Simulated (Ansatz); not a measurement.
Task: a check of PAW against all-electron LAPW of Ti, space group Fm-3m, with Ansatz 0.2.0, Python API. Give the script and its output. Settings (first run): LDA, PAW, the default cutoff (420 eV here), 12×12×12 k-points, Fermi-Dirac smearing of 0.1 eV.

`ti.xyz`
```text
1
Lattice="0.0 2.03 2.03 2.03 0.0 2.03 2.03 2.03 0.0" Properties=species:S:1:pos:R:3 pbc="T T T"
Ti    0.00000000    0.00000000    0.00000000
```

Script `ti_paw_lapw.py`:
```python
import ansatz as az
import numpy as np

K_LENGTH = 29


def count_gap(report):
    # lowest empty less highest filled band, counting bands; zero where they overlap
    return max(report.get('gap_by_band_count_ev') or 0.0, 0.0)

structure = az.Crystal.from_extxyz('ti.xyz')

base = (
    structure.calculation()
    .functional(az.Functional.LDA)
    .kpoints(length=K_LENGTH)
    .occupations(az.OccupationsMethod.FERMI_DIRAC)
    .stress()
    .forces()
    .band_table()
)
variants = {
    'PAW': base.pseudopotentials('paw'),
    'LAPW': base.pseudopotentials('all_electron', lapw=True),
}
rows = []
for label, variant in variants.items():
    summary = variant.run(threads=1, pin='off').report
    levels = np.array(summary['eigenvalues_ev'][0]) - summary['fermi_energy_ev']
    print(label, 'levels at the first k-point near E_F:', np.round(levels[np.abs(levels) < 5], 3))
    rows.append((label, summary['n_electrons'], np.trace(summary['stress_gpa']) / 3, count_gap(summary)))
print('     treatment  electrons in bands           P GPa  gap by band count eV')
for row in rows:
    print(f'{str(row[0]):>14s}  {row[1]:18.1f}  {row[2]:14.3f}  {row[3]:20.3f}')
```

```console
$ python ti_paw_lapw.py
DeckWarning: basis.ecutwfc = 420 eV, auto-derived from the records' recommended cutoffs: set by Ti (normal level)
PAW levels at the first k-point near E_F: [0.871 0.871 0.871 2.567 2.567]
LAPW levels at the first k-point near E_F: [0.872 0.872 0.872 2.569 2.569]
     treatment  electrons in bands           P GPa  gap by band count eV
           PAW                12.0          -4.662                 0.000
          LAPW                12.0          -4.652                 0.000
```
(Warnings from the package without file and line.)

PAW gives -4.662 GPa and LAPW -4.652 GPa, 0.009 GPa apart. They took 0.8 and 4.9 s of processor time.

No spin polarisation was allowed. The computed bands are complete only to about 2.5 eV above the Fermi level. The mesh is modest for a metal, so energies can be off by several to tens of meV an atom and pressures by half a GPa or more; differences at equal mesh fare better. A gap by band count of zero or less means overlapping bands, a metal. This isn't the structure that Ti takes at ambient conditions. Gaps and levels are Kohn-Sham values on a finite set of k-points. Pressure is positive in compression; the treatments may keep other shells as core, so totals and counts of electrons can differ. Wall time of the script: 6.4 s on 1 thread of Arm Neoverse V1 (shared host), peak memory 0.4 GiB.
